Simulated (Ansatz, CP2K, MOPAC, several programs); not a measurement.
In₃Sb₂As (ordering on zincblende) from semi-empirical methods to plane-wave DFT

In₃Sb₂As as one 6-atom ordering (I-4m2) on the zincblende lattice, relaxed with r2SCAN in Ansatz, was computed with several methods. Space group I-4m2 (No. 119), tetragonal; a = 4.534 Å, c = 19.209 Å in the conventional setting, 32.91 Å³ an atom. Around As lie 4 In at 2.70 Å; around In lie 2 As at 2.70 Å and 2 Sb at 2.82 Å; around Sb lie 4 In at 2.82 Å; around In lie 4 Sb at 2.82 Å. (Calculated; spin-unpolarised; the phase may be known or hypothetical.)

```yaml
crystal:
  lattice:
    - [-2.26705, 2.26705, 9.60440]
    - [2.26705, -2.26705, 9.60440]
    - [2.26705, 2.26705, -9.60440]
  atoms:
    - { symbol: As, position: [0.00000, 0.00000, 0.00000] }
    - { symbol: In, position: [0.57590, 0.07590, 0.50000] }
    - { symbol: Sb, position: [0.66296, 0.66296, 0.00000] }
    - { symbol: In, position: [0.25000, 0.75000, 0.50000] }
    - { symbol: Sb, position: [0.33704, 0.33704, 0.00000] }
    - { symbol: In, position: [0.92410, 0.42410, 0.50000] }
```

Gaps and times are for a single point on this cell; volume and bulk modulus come from each method's own relaxation or energy curve at fixed shape, which is too stiff where a cell has free coordinates or axes. Times are rough, from shared hosts (Arm Neoverse V2), and each method has its own mesh and cell size. A double dagger marks a value from a curve with shape and coordinates held. A star marks a curve whose lowest point is an end point. PM6 (MOPAC), PM7 (MOPAC) treat a cluster of cells at its zone centre, which samples few k points: where these miss a band edge, the gap comes out too large for that reason alone. Gaps from k meshes are read at a limited set of points (mesh, symmetry points, PBE's band edges), so each method's own least gap may be somewhat smaller. xTB and the PM methods were fitted mostly to molecules, and can miss a solid's gap by electronvolts. Minimal bases can be far off for gaps. d marks a direct gap, i an indirect one (no mark: not told apart), a dash a value that wasn't computed or didn't pass its checks.

```tsv
method	kind	gap (eV)	own volume (Å³/atom)	bulk modulus (GPa)	atoms computed	processor time
PM7 (MOPAC)	semi-empirical	4.67	29.82*‡	–	48	3.1 s
PM6 (MOPAC)	semi-empirical	5.20	–	–	48	3.4 s
light PBE (260 eV, its own mesh)	light plane-wave	0	–	–	6	7.6 s
PBE	semilocal	0	34.15	40‡	6	53 s
PBE/SZV (CP2K)	small basis	0	35.06‡	43‡	6	60 s
r2SCAN	semilocal	0	32.91	47‡	6	110 s
PBE/DZVP (CP2K)	small basis	0	34.49‡	40‡	6	2.1 min
```

Volumes against r2SCAN's: PBE +3.8 %.

Runs without a result: GFN1-xTB (tblite) (single point), GFN2-xTB (tblite) (single point).

With PBE and r2SCAN the bands overlap or touch, or nearly. Semilocal functionals can close a real gap, so this doesn't show a metal; small gaps of other methods may in turn close between the points read or with spin-orbit coupling, and the solid may be a semimetal.

No spin-orbit coupling is included; it can move band edges with weight on the heavy atoms by tenths of an eV.
